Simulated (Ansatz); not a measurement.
# Rh: the cost of one run

Computed with Ansatz 0.2.0 (DFT PBEsol, scalar-relativistic, plane waves, PAW, unless a step's input says otherwise).

**1. Starting point**

The structure is cubic, space group Fm-3m (No. 225). The conventional cell has a = 3.800 Å, b = 3.800 Å, c = 3.800 Å, α = 90.00°, β = 90.00°, γ = 90.00°. Around Rh (site symmetry m-3m) lie 12 Rh at 2.69 Å.

As a file:

```
Rh
1.0
     0.00000    1.90000    1.90000
     1.90000    0.00000    1.90000
     1.90000    1.90000    0.00000
Rh
1
Cartesian
  0.0000 0.0000 0.0000
```

**2. Relaxing cell and atoms: Rh, no spin**

Contents of input.yaml:

```yaml
crystal:
  lattice:
    - [0.0, 1.9, 1.9]
    - [1.9, 0.0, 1.9]
    - [1.9, 1.9, 0.0]
  atoms:
    - { symbol: Rh, position: [0.0, 0.0, 0.0] }
scf:
  occupations: { method: gaussian, width: 0.1 }
output:
  forces: true
  stress: true
  eigenvalues: true
  write_density: true
  write_potential: true
  elf: true
  volumetric_format: npy
kpoints:
  mp_grid: { grid: [48, 48, 48] }
hamiltonian:
  xc: pbesol
relax:
  f_tol: 0.003
  max_steps: 60
  cell: { stress_tol: 0.02 }
```

On the command line:

```
$ ansatz run input.yaml --threads 8 --pin off --max-ram 24576MiB --backend cpu --events-out ev --progress --plain --runs-dir out
```

Q: Estimate wall time and peak memory on 8 threads of Intel Xeon Platinum 8488C (Sapphire Rapids), shared host.

About 16 s, with a peak of 0.93 GiB.
